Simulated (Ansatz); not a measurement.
This was printed by a script on Ansatz 0.2.0 through its Python package, for harmonic frequencies at the relaxed geometry of CH4GeO2S, SMILES OC(=S)[O][GeH3]. What did the script look like? Settings (for the species named): PBE0, def2-SVP basis, multiplicity 1.

```yaml
atoms:
  - { symbol: O, position_ang: [0.2114, 1.5175, 0.5434] }
  - { symbol: C, position_ang: [0.0866, 0.3736, 1.2591] }
  - { symbol: S, position_ang: [0.1419, 0.4121, 2.8785] }
  - { symbol: O, position_ang: [0.0197, -0.8386, 0.6090] }
  - { symbol: Ge, position_ang: [-0.1540, -0.9841, -1.2126] }
  - { symbol: H, position_ang: [0.2680, 2.4740, 0.9919] }
  - { symbol: H, position_ang: [1.1645, -0.3995, -1.8219] }
  - { symbol: H, position_ang: [-0.2742, -2.4478, -1.6061] }
  - { symbol: H, position_ang: [-1.3755, -0.1536, -1.6585] }
```

```console
$ python freq_ch4geo2s.py
pair        before    after (A)
O0-C1        1.3551   1.3407
O0-H5        1.0579   0.9691
C1-S2        1.6208   1.6396
C1-O3        1.3771   1.3045
O3-Ge4       1.8356   1.8402
Ge4-H6       1.5657   1.5317
Ge4-H7       1.5204   1.5297
Ge4-H8       1.5429   1.5317
mode  1      78.4 1/cm     9.73 meV
mode  2     145.3 1/cm    18.01 meV
mode  3     156.2 1/cm    19.36 meV
mode  4     299.2 1/cm    37.10 meV
mode  5     479.2 1/cm    59.42 meV
mode  6     598.7 1/cm    74.23 meV
mode  7     617.5 1/cm    76.57 meV
mode  8     618.6 1/cm    76.69 meV
mode  9     684.6 1/cm    84.88 meV
mode 10     709.8 1/cm    88.00 meV
mode 11     849.1 1/cm   105.28 meV
mode 12     870.6 1/cm   107.94 meV
mode 13     874.5 1/cm   108.43 meV
mode 14     887.8 1/cm   110.07 meV
mode 15    1163.4 1/cm   144.24 meV
mode 16    1339.5 1/cm   166.08 meV
mode 17    1505.7 1/cm   186.68 meV
mode 18    2197.0 1/cm   272.40 meV
mode 19    2209.5 1/cm   273.95 meV
mode 20    2221.1 1/cm   275.38 meV
mode 21    3810.9 1/cm   472.49 meV
imaginary modes: 0  zero-point energy: 1.3835 eV
T (K)   F_vib (eV)   S_vib (meV/K)   C_vib (meV/K)
 200.0      1.3510        0.3803          0.4548
 300.0      1.3014        0.6121          0.7000
 400.0      1.2287        0.8419          0.8984
 500.0      1.1335        1.0594          1.0502
 600.0      1.0173        1.2618          1.1681
```

The script that was run (others could print the same):

`freq_ch4geo2s.py`:
```python
"""Harmonic frequencies of CH4GeO2S at its relaxed geometry."""

import itertools
import warnings

import ansatz as az
from ase.data import atomic_numbers, covalent_radii
import numpy as np

warnings.simplefilter("ignore", az.DeckWarning)

molecule = (
    az.Crystal.molecule()
    .atom("O", [0.2114, 1.5175, 0.5434])
    .atom("C", [0.0866, 0.3736, 1.2591])
    .atom("S", [0.1419, 0.4121, 2.8785])
    .atom("O", [0.0197, -0.8386, 0.609])
    .atom("Ge", [-0.154, -0.9841, -1.2126])
    .atom("H", [0.268, 2.474, 0.9919])
    .atom("H", [1.1645, -0.3995, -1.8219])
    .atom("H", [-0.2742, -2.4478, -1.6061])
    .atom("H", [-1.3755, -0.1536, -1.6585])
)

calculation = (
    molecule.calculation()
    .basis(gaussian="def2-SVP")
    .functional("PBE0")
)
symbols = [site.symbol for site in molecule.cartesian_sites]
start = np.array([site.position_ang for site in molecule.cartesian_sites], dtype=float)
data = calculation.relax(force_tolerance=0.003).run(threads=1).report
end = np.array(data["positions_ang"])

# pairs closer than 1.2 times the sum of covalent radii, before or after
radius = [covalent_radii[atomic_numbers[s]] for s in symbols]
span = lambda where, i, j: np.linalg.norm(where[i] - where[j])
bonded = [(i, j) for i, j in itertools.combinations(range(len(symbols)), 2) if min(span(start, i, j), span(end, i, j)) < 1.2 * (radius[i] + radius[j])]
print("pair        before    after (A)")
for i, j in bonded:
    print(f"{symbols[i]}{i}-{symbols[j]}{j}".ljust(10), f"{span(start, i, j):8.4f} {span(end, i, j):8.4f}")

# same settings at the minimum
minimum = az.Crystal.molecule()
for symbol, place in zip(symbols, end):
    minimum = minimum.atom(symbol, place.tolist())
vibrating = minimum.calculation()
vibrating = vibrating.basis(gaussian="def2-SVP")
vibrating = vibrating.functional("PBE0")
vibrating = vibrating.phonons(temperatures=(200, 600, 100))
vib = vibrating.run(threads=1).report["vibrations"]
sums = vib["harmonic_sums"]
modes = [m["omega_inv_cm"] for m in sums["modes_at_gamma"] if m["rigid_motion"] == "no"]
for number, w in enumerate(modes, start=1):
    print(f"mode {number:2d} {w:9.1f} 1/cm {w / 8065.544 * 1000:8.2f} meV")
print("imaginary modes:", sum(w < 0 for w in modes), " zero-point energy:", round(sums["zero_point_energy_ev"], 4), "eV")
print("T (K)   F_vib (eV)   S_vib (meV/K)   C_vib (meV/K)")
for row in zip(sums["temperatures_k"], sums["vibrational_free_energy_ev"], vib["entropy_ev_per_k"], vib["heat_capacity_ev_per_k"]):
    print(f"{row[0]:6.1f} {row[1]:11.4f} {1000 * row[2]:13.4f} {1000 * row[3]:15.4f}")
```

The frequencies are harmonic and unscaled, in a modest basis. It ran for 5 min on 1 thread of Arm Neoverse V1, with other jobs on the host, peak memory 0.36 GiB.
